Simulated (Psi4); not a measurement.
# triplet CuNH2 at 3 levels

We compute a comparison of 3 runs (UB3LYP/6-31G*, UHSE06/aug-cc-pVDZ) of triplet CuNH2. 

Program for the calculation: Psi4 1.11.

10 further runs of the same task are left out: 9 that didn't finish, 1 set aside as unsound or not needed.

## (1) The structure to begin with

CuNH2 has 4 atoms, charge 0, and is taken as a triplet. SMILES of the parent species: `[NH2][Cu]`. Geometry: relaxed at PBE0-D4/def2-TZVP. That shape belongs to the parent species and isn't relaxed for this state.

Bond lengths: N1–Cu2 1.830 Å, N1–H3 1.019 Å, N1–H4 1.019 Å. Angles: Cu2–N1–H3 107.0°, Cu2–N1–H4 107.0°, H3–N1–H4 104.5°.

## (2) The energy at UB3LYP/6-31G(d) (spherical functions) (run 1)

input.dat

```
memory 1600 MB

molecule {
  0 3
  N     -0.52402105     0.47413228     0.22204282
  Cu     2.61462507    -0.56994140     1.23323527
  H     -1.62969981    -1.09887574     0.10487980
  H     -0.35602440     1.08073437    -1.59851933
  units bohr
  symmetry c1
}

set {
  basis 6-31G*
  reference uks
  puream true
  e_convergence 1e-09
  d_convergence 1e-08
  scf_type pk
  dft_radial_points 99
  dft_spherical_points 590
  maxiter 200
}

e_tot, wfn = energy('b3lyp', return_wfn=True)
oeprop(wfn, 'DIPOLE', 'WIBERG_LOWDIN_INDICES', 'LOWDIN_CHARGES', title='B3LYP')
print_variables()
```

On the command line:

```bash
$ psi4 -n 1 input.dat output.dat
```

output.dat:

```text
[...]
  Running in c1 symmetry.
[...]
  Nuclear repulsion =   79.397725370565055
[...]
  Multiplicity = 3
[...]
  Nalpha       = 20
  Nbeta        = 18
[...]
    Number of basis functions: 52
[...]
   @UKS iter   1: -1693.31597778063247    2.37391e-01   6.14632e-02 ADIIS/DIIS
[...]
   @UKS iter  26: -1696.12360822879691   -2.95586e-12   5.26708e-09 DIIS
[...]
   @S^2 Observed:                2.003154576E+00
[...]
    Orbital Energies [Eh]
    ---------------------
    Alpha Occupied:
       1A   -323.069391     2A    -38.912614     3A    -34.135735
       4A    -34.117669     5A    -34.098399     6A    -14.317381
       7A     -4.386996     8A     -2.913285     9A     -2.879846
      10A     -2.843052    11A     -0.837408    12A     -0.472134
      13A     -0.412011    14A     -0.388184    15A     -0.328498
      16A     -0.324760    17A     -0.317862    18A     -0.300013
      19A     -0.275639    20A     -0.166834
    Alpha Virtual:
      21A     -0.011368    22A     -0.007102    23A      0.029313
      24A      0.129663    25A      0.146668    26A      0.178409
[...]
  @UKS Final Energy: -1696.12360822879691
   => Energetics <=
    Nuclear Repulsion Energy =             79.3977253705650554
    One-Electron Energy =               -2518.4978965585751212
    Two-Electron Energy =                 803.2520597601632062
    DFT Exchange-Correlation Energy =     -60.2754968009503997
    Empirical Dispersion Energy =           0.0000000000000000
    VV10 Nonlocal Energy =                  0.0000000000000000
    Total Energy =                      -1696.1236082287969111
[...]
 Multipole Moments:
 ------------------------------------------------------------------------------------
     Multipole            Electronic (a.u.)      Nuclear  (a.u.)        Total (a.u.)
 ------------------------------------------------------------------------------------
 L = 1.  Multiply by 2.5417464519 to convert [e a0] to [Debye]
 Dipole X            :          4.3567396           -4.5308784           -0.1741388
 Dipole Y            :         -1.1493412            0.8489829           -0.3003583
 Dipole Z            :          1.7873625           -2.3019292           -0.5145666
 Magnitude           :                                                    0.6207401
[...]
```

It took 17 s on 1 thread of Intel Xeon Platinum 8488C (Sapphire Rapids), shared host; peak memory 0.53 GiB.

## (3) A single-point energy at UB3LYP/6-31G(d) (Cartesian functions) (run 2)

calc.in

```
memory 1600 MB

molecule {
  0 3
  N     -0.277300     0.250900     0.117500
  Cu     1.383600    -0.301600     0.652600
  H     -0.862400    -0.581500     0.055500
  H     -0.188400     0.571900    -0.845900
  symmetry c1
}

set basis 6-31G*
set reference uks
set puream false
set e_convergence 1e-09
set d_convergence 1e-08
set scf_type pk
set dft_radial_points 99
set dft_spherical_points 590
set maxiter 200

energy('b3lyp')
print_variables()
```

On the command line:

```bash
$ psi4 -i calc.in -o calc.out -n 1
```

calc.out:

```text
[...]
  Running in c1 symmetry.
[...]
  Nuclear repulsion =   79.397725323578655
[...]
  Multiplicity = 3
[...]
  Nalpha       = 20
  Nbeta        = 18
[...]
    Number of basis functions: 58
[...]
   @UKS iter   1: -1693.07190617954211    5.96738e-01   6.25252e-02 ADIIS/DIIS
[...]
   @UKS iter  25: -1696.13083265716796   -6.13909e-12   6.00719e-09 DIIS
[...]
   @S^2 Observed:                2.003268024E+00
[...]
    Orbital Energies [Eh]
    ---------------------
    Alpha Occupied:
       1A   -323.080123     2A    -38.918721     3A    -34.142537
       4A    -34.124985     5A    -34.104893     6A    -14.324461
       7A     -4.387195     8A     -2.913060     9A     -2.880888
      10A     -2.842677    11A     -0.837200    12A     -0.471921
      13A     -0.411875    14A     -0.388412    15A     -0.327921
      16A     -0.324593    17A     -0.317792    18A     -0.299487
      19A     -0.275335    20A     -0.167062
    Alpha Virtual:
      21A     -0.011509    22A     -0.007471    23A      0.028229
      24A      0.126788    25A      0.144787    26A      0.174657
[...]
  @UKS Final Energy: -1696.13083265716796
   => Energetics <=
    Nuclear Repulsion Energy =             79.3977253235786549
    One-Electron Energy =               -2518.4404473630229404
    Two-Electron Energy =                 803.1739910385213079
    DFT Exchange-Correlation Energy =     -60.2621016562448304
    Empirical Dispersion Energy =           0.0000000000000000
    VV10 Nonlocal Energy =                  0.0000000000000000
    Total Energy =                      -1696.1308326571679572
[...]
 Multipole Moments:
 ------------------------------------------------------------------------------------
     Multipole            Electronic (a.u.)      Nuclear  (a.u.)        Total (a.u.)
 ------------------------------------------------------------------------------------
 L = 1.  Multiply by 2.5417464519 to convert [e a0] to [Debye]
 Dipole X            :          4.3513023           -4.5308784           -0.1795761
 Dipole Y            :         -1.1465796            0.8489829           -0.2975967
 Dipole Z            :          1.7868304           -2.3019292           -0.5150988
 Magnitude           :                                                    0.6214001
[...]
```

Wall time 16 s (1 thread of Intel Xeon Platinum 8488C (Sapphire Rapids), shared host); peak memory 0.57 GiB.

## (4) The energy at UHSE06/aug-cc-pVDZ (run 3)

cuh2n.py

```python
import psi4

psi4.set_memory('1600 MB')
psi4.set_num_threads(1)
psi4.core.set_output_file('output.dat', False)

mol = psi4.geometry("""
0 3
N     -0.277300     0.250900     0.117500
Cu     1.383600    -0.301600     0.652600
H     -0.862400    -0.581500     0.055500
H     -0.188400     0.571900    -0.845900
symmetry c1
""")

psi4.set_options({
    'basis': 'aug-cc-pVDZ',
    'reference': 'uks',
    'puream': True,
    'e_convergence': 1e-09,
    'd_convergence': 1e-08,
    'scf_type': 'pk',
    'dft_radial_points': 99,
    'dft_spherical_points': 590,
    'maxiter': 200,
})

energy_value, wavefunction = psi4.energy("hse06", return_wfn=True)
psi4.oeprop(wavefunction, "MULLIKEN_CHARGES", "DIPOLE", "LOWDIN_CHARGES")
print(f'hse06 energy: {energy_value:.10f} Eh')
```

On the command line:

```bash
$ python cuh2n.py
```

output.dat, cut to the lines that bear on the results:

```text
[...]
  Running in c1 symmetry.
[...]
  Nuclear repulsion =   79.397725323578655
[...]
  Multiplicity = 3
[...]
  Nalpha       = 20
  Nbeta        = 18
[...]
    Number of basis functions: 100
[...]
   @UKS iter   1: -1692.79326640992349    7.96719e-01   4.17199e-02 DIIS/ADIIS
[...]
   @UKS iter  26: -1696.14153778001651   -9.54969e-12   8.81844e-09 DIIS
[...]
   @S^2 Observed:                2.005687902E+00
[...]
  @UKS Final Energy: -1696.14153778001651
   => Energetics <=
    Nuclear Repulsion Energy =             79.3977253235786549
    One-Electron Energy =               -2518.8123037613272572
    Two-Electron Energy =                 800.1197304347751924
    DFT Exchange-Correlation Energy =     -56.8466897770428119
    Empirical Dispersion Energy =           0.0000000000000000
    VV10 Nonlocal Energy =                  0.0000000000000000
    Total Energy =                      -1696.1415377800165061
[...]
 Multipole Moments:
 ------------------------------------------------------------------------------------
     Multipole            Electronic (a.u.)      Nuclear  (a.u.)        Total (a.u.)
 ------------------------------------------------------------------------------------
 L = 1.  Multiply by 2.5417464519 to convert [e a0] to [Debye]
 Dipole X            :          4.1321166           -4.5308784           -0.3987618
 Dipole Y            :         -1.0125965            0.8489829           -0.1636136
 Dipole Z            :          1.7943558           -2.3019292           -0.5075734
 Magnitude           :                                                    0.6658912
[...]
  Mulliken Charges: (a.u.)
   Center  Symbol    Alpha    Beta     Spin     Total
       1     N     3.78644  3.33198  0.45446 -0.11842
       2    CU    15.23650 13.68087  1.55563  0.08263
       3     H     0.48853  0.49358 -0.00505  0.01789
       4     H     0.48853  0.49358 -0.00504  0.01789
   Total alpha = 20.00000, Total beta = 18.00000, Total charge =  0.00000
  Lowdin Charges: (a.u.)
   Center  Symbol    Alpha    Beta     Spin     Total
       1     N     3.68850  3.20505  0.48345  0.10646
       2    CU    15.11925 13.71826  1.40100  0.16249
[...]
```

On the terminal:

```text
hse06 energy: -1696.1415377800 Eh
```

Wall time 3.5 min (1 thread of Intel Xeon Platinum 8488C (Sapphire Rapids), shared host); peak memory 1.8 GiB.

## (5) All runs side by side

| run | level | Cartesian functions | energy (Eh) | dipole moment (D) | HOMO energy (eV) | LUMO energy (eV) | wall time |
| --- | --- | --- | --- | --- | --- | --- | --- |
| 1 | UB3LYP/6-31G* (spherical functions) | no | -1696.123608 | 1.58 | -4.54 | -3.68 | 17 s |
| 2 | UB3LYP/6-31G* (Cartesian functions) | yes | -1696.130833 | 1.58 | -4.55 | -3.66 | 16 s |
| 3 | UHSE06/aug-cc-pVDZ | no | -1696.141538 | 1.69 | -4.44 | – | 3.5 min |

## (6) Outcome

| quantity | value |
| --- | --- |
| run 3: total energy | -1696.14154 Eh |
| run 3: dipole moment | 1.69 D |
| run 3: HOMO energy (highest over α and β) | -4.44 eV |
| run 3: ⟨S²⟩ | 2.006 |

What this shows: The dipole moment (its size) runs from 1.58 D (UB3LYP/6-31G*) to 1.69 D (UHSE06/aug-cc-pVDZ). The two ends differ in method and basis. Totals of different functionals can't be ranked against each other. All runs together took 4.1 min, the longest 3.5 min.
